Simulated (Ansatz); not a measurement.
# ZrSi+ (octet): wave-function methods side by side, def2-SVP

The task here is to estimate one member of a computed series from the others.

The runs use Ansatz 0.2.0, Gaussian basis; def2-SVP, core rule «outside noble gas», up to 9 orbitals frozen.

The runs, in order: UHF; CCSD(T) on ROHF; CCSD(T) on UHF; CISD; CCSDT(Q) on ROHF; CCSDT(Q) on UHF; CCSDTQ on ROHF.

10 further runs of the same task are left out: 8 for a known fault of the program, 1 that didn't finish, 1 set aside as unsound or not needed.

## What is computed

The geometry is a PBE0/def2-TZVP stationary point (not a proven minimum) of the parent state, kept for this charge and spin. No spin-orbit coupling is included. Elements past krypton take def2 core potentials.

2 atoms, charge 1, spin multiplicity 8.

Atoms are counted from 1 here; the program's logs count them from 0.

Bond lengths: Zr1–Si2 2.522 Å.

Set-up of the first run:

File in.yaml:

```yaml
crystal:
  periodic: [false, false, false]
  atoms:
    - {symbol: Zr, position_ang: [0.000000, 0.000000, 0.000000]}
    - {symbol: Si, position_ang: [0.000000, 0.000000, 2.521600]}
basis:
  gaussian: {orbitals: def2-SVP}
total_charge: 1
magnetization: {spin_polarized: true, initial_magnetization: 7}
hamiltonian: {xc: hf}
output: {orbitals: {seedname: orbitals}}
```

Run with:

```console
$ ansatz run in.yaml --threads 1 --pin off --events-out ev --progress --plain --max-ram 2816MiB --backend cpu
```

Steps of the session up to this table: UHF; CCSD(T) on ROHF; CCSD(T) on UHF; CISD; CCSDT(Q) on ROHF; CCSDT(Q) on UHF; CCSDTQ on ROHF.

One table of the session follows, with a row left open; its other results are not shown here.

It belongs to the step «Misses and costs». 

| method | from RCCSDTQ (kJ/mol) |
| --- | --- |
| ROHF | +129.6 |
| UHF | +120.0 |
| RMP2 | +35.4 |
| UMP2 | +26.6 |
| RCCSD | +3.1 |
| UCCSD | ? |
| RCCSD(T) | +1.2 |
| UCCSD(T) | -7.4 |
| RCCSDT | +0.1 |
| UCCSDT | -8.2 |
| RCCSDT(Q) | 0.0 |
| UCCSDT(Q) | -8.2 |
| RCCSDTQ | 0 |

**Question.** Estimate the row for UCCSD.

As computed: from RCCSDTQ (kJ/mol): -5.5. In the column «from RCCSDTQ (kJ/mol)» it lies between UCCSD(T) (-7.4) and RCCSDT(Q) (0.0).

To keep in mind: Restricted and unrestricted rows rest on different reference determinants; where their highest levels disagree by more than a few hundredths of an eV, they describe different states and don't form one ladder.
